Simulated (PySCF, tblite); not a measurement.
# CH₇O₂Si₃ radical: geometry, infrared bands and EPR parameters

What infrared bands and EPR parameters should CH₇O₂Si₃ radical (`O=C[Si@@H]([SiH3])O[SiH2]`) show?

Computed with tblite 0.8.0 and PySCF 2.14.0, with density-fitted response routines of our own, on a single molecule in the gas phase. Atoms count from 0, in the outputs and in this text.

### Step 1. Starting geometry

13 atoms, charge 0, multiplicity 2; geometry from: force field or distance geometry start.

Bonds of the start (Å): O0–C1 1.21, C1–Si2 1.87, Si2–Si3 2.24, Si2–O4 1.70, O4–Si5 1.72, C1–H6 1.10, Si2–H7 1.45, Si3–H8 1.48, Si3–H9 1.48, Si3–H10 1.47, Si5–H11 1.46, Si5–H12 1.48.

### Step 2. Optimising the geometry with GFN2-xTB

What the job is given:

```
{"job": {"kind": "relax", "xc": "GFN2-xTB", "basis": "xTB"}, "charge": 0, "multiplicity": 2}
O     -0.479100     2.218700    -1.516200
C     -0.225400     1.996100    -0.358300
Si    -0.004400     0.227900     0.204200
Si    -1.995000    -0.786300     0.032300
O      1.073600    -0.612300    -0.800300
Si     2.387900    -1.256500     0.106900
H     -0.094200     2.781100     0.396200
H      0.386000     0.237300     1.604400
H     -2.616900    -0.834000     1.376100
H     -1.890400    -2.164900    -0.482300
H     -2.856600    -0.056000    -0.902800
H      2.804700    -0.351300     1.173800
H      3.505400    -1.399300    -0.851700
```

Command:

```bash
> OMP_NUM_THREADS=1 python probes_run.py task.json out
```

The driver reads the jobs from task.json and runs them one after another.

The log of the run:

```text
step      E/eV     max force
  0    -516.73900    2.532
  1    -516.89427    1.669
  2    -517.00031    1.171
  3    -517.04070    0.899
  4    -517.10956    0.660
  5    -517.14568    0.530
  6    -517.17871    0.500
  7    -517.20647    0.422
  8    -517.22911    0.414
  9    -517.25004    0.469
 10    -517.26987    0.461
 11    -517.29285    0.482
 12    -517.31502    0.515
 13    -517.33330    0.398
 14    -517.34978    0.373
 15    -517.36312    0.270
 16    -517.37362    0.208
 17    -517.38441    0.307
 18    -517.39551    0.356
 19    -517.40790    0.324
 20    -517.42085    0.297
 21    -517.43374    0.310
 22    -517.44611    0.242
 23    -517.45583    0.225
 24    -517.46234    0.176
 25    -517.46923    0.239
 26    -517.47760    0.278
 27    -517.48672    0.291
 28    -517.49709    0.239
 29    -517.51018    0.328
 30    -517.51724    0.269
 31    -517.52873    0.254
 32    -517.53567    0.188
 33    -517.53923    0.208
 34    -517.54207    0.185
 35    -517.54468    0.143
 36    -517.55069    0.185
 37    -517.55386    0.174
 38    -517.55835    0.140
 39    -517.56050    0.135
 40    -517.56262    0.157
 41    -517.56500    0.142
 42    -517.56772    0.178
 43    -517.57016    0.163
 44    -517.57202    0.162
 45    -517.57346    0.115
 46    -517.57443    0.077
 47    -517.57503    0.070
 48    -517.57552    0.076
 49    -517.57627    0.101
 50    -517.57733    0.097
 51    -517.57823    0.069
 52    -517.57869    0.049
 53    -517.57898    0.051
 54    -517.57932    0.070
 55    -517.57988    0.081
 56    -517.58059    0.088
 57    -517.58124    0.100
 58    -517.58174    0.073
 59    -517.58218    0.046
 60    -517.58252    0.040
 61    -517.58276    0.040
 62    -517.58297    0.039
 63    -517.58329    0.050
 64    -517.58392    0.075
 65    -517.58498    0.093
 66    -517.58617    0.080
 67    -517.58696    0.058
 68    -517.58738    0.050
 69    -517.58783    0.060
 70    -517.58881    0.089
 71    -517.59056    0.138
 72    -517.59264    0.145
 73    -517.59392    0.092
 74    -517.59432    0.065
 75    -517.59452    0.050
 76    -517.59473    0.035
 77    -517.59514    0.041
 78    -517.59579    0.071
 79    -517.59661    0.066
 80    -517.59727    0.084
 81    -517.59755    0.032
 82    -517.59769    0.029
 83    -517.59783    0.030
 84    -517.59802    0.029
 85    -517.59819    0.029
 86    -517.59837    0.026
 87    -517.59854    0.048
 88    -517.59871    0.027
 89    -517.59892    0.030
 90    -517.59912    0.036
 91    -517.59928    0.037
 92    -517.59943    0.026
 93    -517.59958    0.033
 94    -517.59982    0.046
 95    -517.60033    0.064
 96    -517.60122    0.098
 97    -517.60242    0.099
 98    -517.60365    0.092
 99    -517.60457    0.063
100    -517.60507    0.080
101    -517.60508    0.141
102    -517.60641    0.098
103    -517.60718    0.076
104    -517.60878    0.090
105    -517.60825    0.235
106    -517.61097    0.090
107    -517.61226    0.070
108    -517.61130    0.370
109    -517.61391    0.055
110    -517.61442    0.035
111    -517.61443    0.115
112    -517.61483    0.028
113    -517.61493    0.029
114    -517.61548    0.032
115    -517.61573    0.033
116    -517.61605    0.048
117    -517.61628    0.068
118    -517.61648    0.032
119    -517.61663    0.033
120    -517.61677    0.031
121    -517.61706    0.041
122    -517.61745    0.064
123    -517.61795    0.088
124    -517.61843    0.099
125    -517.61893    0.078
126    -517.61942    0.058
127    -517.61971    0.068
128    -517.61998    0.100
129    -517.62017    0.034
130    -517.62033    0.028
131    -517.62043    0.029
132    -517.62058    0.024
133    -517.62082    0.030
134    -517.62125    0.048
135    -517.62184    0.075
136    -517.62251    0.081
137    -517.62295    0.181
138    -517.62327    0.066
139    -517.62360    0.030
140    -517.62369    0.056
141    -517.62375    0.037
142    -517.62379    0.025
143    -517.62383    0.015
144    -517.62385    0.016
145    -517.62389    0.010
```

Wall time 1.3 s (1 thread of AMD EPYC 7B13, shared host); peak memory 0.18 GiB.

Along the way: (not every step is listed)

| step | energy from step 0 (eV) | largest force (eV/Å) |
| --- | --- | --- |
| 0 | 0.0000 | 2.5321 |
| 1 | -0.1553 | 1.6689 |
| 2 | -0.2613 | 1.1715 |
| 3 | -0.3017 | 0.8990 |
| 4 | -0.3706 | 0.6601 |
| 5 | -0.4067 | 0.5300 |
| 6 | -0.4397 | 0.5001 |
| 7 | -0.4675 | 0.4223 |
| 8 | -0.4901 | 0.4137 |
| 21 | -0.6947 | 0.3097 |
| 34 | -0.8031 | 0.1850 |
| 47 | -0.8360 | 0.0701 |
| 60 | -0.8435 | 0.0400 |
| 73 | -0.8549 | 0.0917 |
| 86 | -0.8594 | 0.0256 |
| 99 | -0.8656 | 0.0632 |
| 112 | -0.8758 | 0.0284 |
| 125 | -0.8799 | 0.0775 |
| 138 | -0.8843 | 0.0658 |
| 140 | -0.8847 | 0.0556 |
| 141 | -0.8847 | 0.0368 |
| 142 | -0.8848 | 0.0251 |
| 143 | -0.8848 | 0.0149 |
| 144 | -0.8848 | 0.0158 |
| 145 | -0.8849 | 0.0102 |

Close pairs (by a distance rule), those that changed most:

| bond | before (Å) | after (Å) | change (Å) |
| --- | --- | --- | --- |
| O4–Si5 | 1.722 | 1.610 | -0.112 |
| Si2–Si3 | 2.241 | 2.300 | +0.060 |
| Si2–O4 | 1.696 | 1.648 | -0.048 |
| C1–Si2 | 1.869 | 1.913 | +0.044 |
| Si5–H12 | 1.479 | 1.453 | -0.026 |
| C1–H6 | 1.097 | 1.115 | +0.018 |
| Si2–H7 | 1.454 | 1.470 | +0.016 |
| Si3–H8 | 1.481 | 1.469 | -0.013 |

The end geometry stands in the next job.

### Step 3. Vibrational analysis with GFN2-xTB

What the job is given:

```
{"job": {"kind": "ir", "xc": "GFN2-xTB", "basis": "xTB"}, "charge": 0, "multiplicity": 2}
O     -0.554703     2.259647    -1.239275
C      0.059562     1.929995    -0.245916
Si    -0.306041     0.352221     0.771594
Si    -2.001834    -0.898151    -0.151842
O      1.097467    -0.505640     0.667806
Si     2.480862    -1.069649     0.067222
H      0.953448     2.526921     0.048653
H     -0.293106     0.754566     2.185153
H     -3.046707    -1.171096     0.843757
H     -1.541852    -2.211007    -0.629969
H     -2.645476    -0.235954    -1.286177
H      3.526979    -0.070301     0.193862
H      2.267012    -1.661066    -1.242598
```

The log of the run:

```text
mode    cm-1     km/mol
  1     -33.2      0.08
  2      20.7      3.12
  3      31.0      1.74
  4      74.4      4.04
  5      80.7      2.07
  6     104.4      1.01
  7     172.3     12.93
  8     196.6     10.95
  9     347.3     28.90
 10     430.6     15.31
 11     458.2      8.92
 12     472.4     10.49
 13     498.2    114.65
 14     549.8     23.49
 15     562.7     81.76
 16     585.5    108.90
 17     664.1    221.19
 18     697.2    195.25
 19     721.5    103.05
 20     746.9     77.37
 21     789.0    316.90
 22     796.0    139.43
 23     810.4    141.76
 24     997.7    171.57
 25    1351.9     49.82
 26    1666.0   1007.53
 27    2173.5    164.39
 28    2197.0    285.25
 29    2214.4    356.28
 30    2270.6    207.76
 31    2329.9    373.60
 32    2336.4    214.12
 33    2650.5    196.14
```

Wall time 0.59 s (1 thread of AMD EPYC 7B13, shared host); peak memory 0.18 GiB.

Which atoms move in the most intense modes:

| cm⁻¹ | km/mol | atoms |
| --- | --- | --- |
| 664 | 221.2 | H7 50 %, Si2 15 % |
| 789 | 316.9 | H9 33 %, H10 29 %, H8 19 % |
| 1666 | 1007.5 | C1 58 %, O0 41 % |
| 2197 | 285.2 | H9 90 % |
| 2214 | 356.3 | H8 96 % |
| 2271 | 207.8 | H10 96 % |
| 2330 | 373.6 | H12 91 % |
| 2336 | 214.1 | H11 91 % |

### Step 4. g tensor and hyperfine couplings: B3LYP/pcH-1

Same as in step 3 but for these lines:

```diff
@@ -1,2 +1,2 @@
-{"job": {"kind": "ir", "xc": "GFN2-xTB", "basis": "xTB"}, "charge": 0, "multiplicity": 2}
+{"job": {"kind": "epr", "basis": "pcH-1"}, "charge": 0, "multiplicity": 2}
 O     -0.554703     2.259647    -1.239275
```

Method: UKS B3LYP, pcH-1 on C H O Si, non-relativistic, mean-field spin-orbit, GIAO.

The log of the run:

```text
UKS, coarse grid
  cycle   1  E = -1061.04844069  |g| = 8.06e-01
  cycle   2  E = -1060.07554613  |g| = 1.73e+00
  cycle   3  E = -1061.26441234  |g| = 1.77e-01
  cycle   4  E = -1061.26870911  |g| = 1.54e-01
  cycle   5  E = -1061.27684776  |g| = 1.95e-02
  cycle   6  E = -1061.27699963  |g| = 5.37e-03
  cycle   7  E = -1061.27701487  |g| = 1.34e-03
  cycle   8  E = -1061.27701673  |g| = 4.76e-04
UKS, final grid
  cycle   1  E = -1061.27703863  |g| = 5.41e-04
  cycle   2  E = -1061.27703845  |g| = 9.63e-04
  cycle   3  E = -1061.27703882  |g| = 1.95e-04
  cycle   4  E = -1061.27703884  |g| = 6.39e-05
  cycle   5  E = -1061.27703885  |g| = 6.16e-05
  cycle   6  E = -1061.27703886  |g| = 1.83e-05
E = -1061.27703886 Eh   <S^2> = 0.7512 (exact 0.7500)
g shifts (ppm)      1          2          3
  rmc          -147       -147       -147
  gc             56         17         70
  oz_so       -1204        -77       1923
  total       -1295       -207       1846
hyperfine (MHz)  atom isotope    a_iso     a_fc   dipolar eigenvalues
    0   17O      -0.55      -0.57     -2.41      0.53      1.88
    1   13C       3.14       3.15     -0.88     -0.32      1.20
    2  29Si      -9.87      -9.90     -4.46      2.01      2.46
    3  29Si       0.73       0.73     -0.27      0.08      0.19
    4   17O     -47.26     -47.20    -23.19     10.97     12.22
    5  29Si    -546.29    -547.39   -160.75     80.33     80.42
    6    1H       2.17       2.17     -1.04     -0.67      1.71
    7    1H       0.43       0.43     -1.37     -1.07      2.43
    8    1H       0.05       0.05     -0.44     -0.40      0.83
    9    1H       0.20       0.19     -0.86     -0.82      1.68
   10    1H      -0.08      -0.08     -0.44     -0.41      0.86
   11    1H      74.02      74.01     -9.52      0.97      8.55
   12    1H      73.02      73.01     -9.50      0.95      8.56
```

Wall time 57 s (1 thread of AMD EPYC 7B13, shared host); peak memory 0.94 GiB.

Principal g values 2.00102, 2.00211, 2.00417; g(iso) = 2.00243, against 2.00232 for a free electron.

Mean a(iso) over the nuclei that a row names, and the largest dipolar term of the row (other rows stand at the frozen geometry):

| nuclei | isotope | a(iso) (MHz) | a(iso) (G, at g = 2.0023) | largest dipolar term (MHz) |
| --- | --- | --- | --- | --- |
| Si5 | 29Si | -546.3 | -194.9 | -160.7 |
| H11, H12 | 1H | 73.5 | 26.2 | -9.5 |
| O4 | 17O | -47.3 | -16.9 | -23.2 |
| Si2 | 29Si | -9.9 | -3.5 | -4.5 |
| C1 | 13C | 3.1 | 1.1 | 1.2 |
| H6 | 1H | 2.2 | 0.8 | 1.7 |
| Si3 | 29Si | 0.7 | 0.3 | -0.3 |
| O0 | 17O | -0.6 | -0.2 | -2.4 |
| H7 | 1H | 0.4 | 0.2 | 2.4 |
| H8, H9, H10 | 1H | 0.1 | 0.0 | 1.7 |

Mulliken spin populations:

O0 0.00; C1 0.01; Si2 0.00; Si3 0.00; O4 0.04; Si5 0.90; H6 0.00; H7 0.00; H8 0.00; H9 0.00; H10 0.00; H11 0.02; H12 0.02

In first order the couplings over 0.8 MHz of 1H give 6 distinct lines over 53.2 G, if the averaged nuclei exchange fast; the same motion can average rows kept apart here too.

The fields below are evaluated on a grid from the run's orbitals.

ELF in a plane through or near 5 of the atoms.

Values, 10 rows by 14 columns:
```
0.00 0.00 0.00 0.00 0.00 0.00 0.00 0.00 0.00 0.00 0.00 0.00 0.00 0.00
0.00 0.00 0.00 0.00 0.01 0.11 0.02 0.02 0.00 0.00 0.00 0.00 0.00 0.00
0.00 0.00 0.00 0.00 0.66 0.99 0.75 0.46 0.17 0.00 0.00 0.00 0.00 0.00
0.00 0.00 0.00 0.00 0.37 0.98 0.56 0.63 0.06 0.00 0.01 0.00 0.00 0.00
0.00 0.01 0.55 0.69 0.02 0.02 0.35 0.56 0.57 0.35 0.36 0.07 0.00 0.00
0.00 0.17 1.00 1.00 0.49 0.55 0.61 0.31 0.85 0.68 0.31 0.21 0.01 0.00
0.00 0.02 0.64 0.84 0.67 0.12 0.40 0.02 0.69 0.37 0.28 0.19 0.01 0.00
0.00 0.00 0.05 0.48 0.68 0.62 0.03 0.02 0.99 1.00 0.64 0.02 0.00 0.00
0.00 0.00 0.01 0.38 0.47 0.24 0.02 0.00 0.58 0.83 0.18 0.00 0.00 0.00
0.00 0.00 0.00 0.00 0.01 0.00 0.00 0.00 0.00 0.00 0.00 0.00 0.00 0.00
```
The map spans 12.2 Å across and 9.9 Å up, centred on the molecule. Atoms in the plane (x, y in Å): C1 (-0.3, 1.9), Si3 (2.1, -0.6), Si5 (-2.3, -1.4), H6 (-1.3, 2.4), H9 (1.9, -2.0).

On the surface of density 0.002 e/bohr³ the electrostatic potential runs, from the 1st to the 99th percentile, from -1.36 V near O0 to 1.64 V near Si2.

The spin density lies nearest to Si5 65 %; H11, H12 about 12 % each; O4 9 %.

### Step 5. Summary of results

```
                                                                  quantity                    value
                                 strongest single infrared mode (GFN2-xTB)   1666 cm⁻¹, 1008 km/mol
                                              zero-point energy (GFN2-xTB)            42.9 kcal/mol
                                                            g(iso) (B3LYP)                  2.00243
                                                                      ⟨S²⟩       0.751 (exact 0.75)
                                        largest a(iso) (averaged by class)  29Si on Si5, -546.3 MHz
potential on the surface of density 0.002 e/bohr³, 1st and 99th percentile       -1.36 V and 1.64 V
```

What this shows: The optimisation took 145 steps and gained 0.885 eV; among the close pairs (by a distance rule), O4–Si5 changed most, from 1.722 to 1.610 Å. The frame itself reshapes: Si2···Si5 goes from 2.82 to 3.21 Å. The lowest mode is imaginary (33i cm⁻¹), so the xTB geometry is not a minimum: the zero-point energy counts the real modes alone, and all values at this geometry belong to a saddle point. The strongest single mode, at 1666 cm⁻¹, moves mainly C1 and O0. Unscaled tight-binding wavenumbers are off by several per cent, some by more. Its intensities can rank the bands wrongly. Most of the unpaired spin sits on Si5 (0.90 e). The isotropic g lies 0.1 ppt above the free-electron value. The conformer search (at its own cheap level) found a structure 52.7 kcal/mol lower, too far down for a turn about a bond: it may have other bonds, so these spectra needn't be the molecule's.
